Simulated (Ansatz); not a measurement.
# C2H6AlNOSi: one species, many methods

An exercise on one series of results from a longer session: the logs are not shown, and one member is left open.

Method: functionals in def2-TZVPP, the program's frozen cores in correlated methods; program: Ansatz 0.2.0, Gaussian basis.

Plan: PBE-D4, r2SCAN-D4, PBE0-D4, B3LYP-D4, ωB97X-V, ωB97M-V, B2PLYP; CCSD(T)/def2-TZVPP; MP2/def2-QZVPP; extrapolation to the limit.

**Structure used throughout**

An earlier PBE0-D4 in a triple-zeta def2 set relaxation fixed the geometry.

12 atoms, charge 0, spin multiplicity 1.

Atoms are counted from 1 here; the program's logs count them from 0.

Bond lengths: O1–C2 1.330 Å, O1–H7 0.970 Å, C2–N3 1.280 Å, C2–Si5 1.885 Å, N3–C4 1.485 Å, C4–Si5 1.910 Å, C4–H8 1.092 Å, C4–H9 1.092 Å, Si5–Al6 2.461 Å, Si5–H10 1.496 Å, Al6–H11 1.587 Å, Al6–H12 1.588 Å. Angles: C2–O1–H7 107.3°, O1–C2–N3 124.3°, O1–C2–Si5 138.5°, N3–C2–Si5 97.2°, C2–N3–C4 103.4°, N3–C4–Si5 89.5°, N3–C4–H8 111.4°, N3–C4–H9 111.6°, Si5–C4–H8 116.6°, Si5–C4–H9 118.2°, H8–C4–H9 108.3°, C2–Si5–C4 69.9°, C2–Si5–Al6 117.9°, C2–Si5–H10 114.0°, C4–Si5–Al6 122.1°, C4–Si5–H10 115.8°, Al6–Si5–H10 111.4°, Si5–Al6–H11 120.1° and more.

Set-up of the first run:

File in.yaml:

```yaml
crystal:
  periodic: [false, false, false]
  atoms:
    - {symbol: O, position_ang: [1.037427, -2.331841, 0.347377]}
    - {symbol: C, position_ang: [0.275429, -1.355138, -0.135655]}
    - {symbol: N, position_ang: [-0.951358, -1.497907, -0.473185]}
    - {symbol: C, position_ang: [-1.336615, -0.145115, -0.948578]}
    - {symbol: Si, position_ang: [0.408025, 0.489755, -0.499357]}
    - {symbol: Al, position_ang: [0.798213, 2.011783, 1.395364]}
    - {symbol: H, position_ang: [0.494647, -3.135464, 0.371656]}
    - {symbol: H, position_ang: [-1.594707, -0.154711, -2.009720]}
    - {symbol: H, position_ang: [-2.188997, 0.248566, -0.391295]}
    - {symbol: H, position_ang: [1.298692, 0.819571, -1.655682]}
    - {symbol: H, position_ang: [2.055638, 1.800534, 2.340578]}
    - {symbol: H, position_ang: [-0.219395, 3.194666, 1.692695]}
basis:
  gaussian: {orbitals: def2-TZVPP}
hamiltonian: {xc: pbe, dispersion: d4}
output: {forces: true, orbitals: {seedname: orbitals}}
```

Command:

```bash
> ansatz run in.yaml --threads 4 --pin off --events-out ev --progress --plain --max-ram 10444MiB
```

Steps of the session up to this table: PBE-D4 (GGA); r2SCAN-D4 (meta-GGA); PBE0-D4 (hybrid); B3LYP-D4 (hybrid); ωB97X-V (range-separated); ωB97M-V (range-separated); B2PLYP (double hybrid); CCSD(T) in def2-TZVPP; MP2 in def2-QZVPP.

One of the session's tables, all rows but one given; the rest of the session is left out.

| method | atomisation energy (kJ/mol) |
| --- | --- |
| PBE-D4 | 4370.5 |
| r2SCAN-D4 | ? |
| PBE0-D4 | 4262.5 |
| B3LYP-D4 | 4241.8 |
| ωB97X-V | 4277.6 |
| ωB97M-V | 4260.0 |
| B2PLYP | 4188.9 |
| HF/def2-TZVPP | 2907.4 |
| MP2/def2-TZVPP | 4194.6 |
| CCSD/def2-TZVPP | 4026.4 |
| CCSD(T)/def2-TZVPP | 4111.2 |
| MP2/CBS | 4326.9 |
| CCSD(T)/CBS | 4243.4 |

Estimate the missing values for r2SCAN-D4.

The run gave: atomisation energy (kJ/mol): 4259.6. In the column «atomisation energy (kJ/mol)» it lies between CCSD(T)/CBS (4243.4) and ωB97M-V (4260.0).
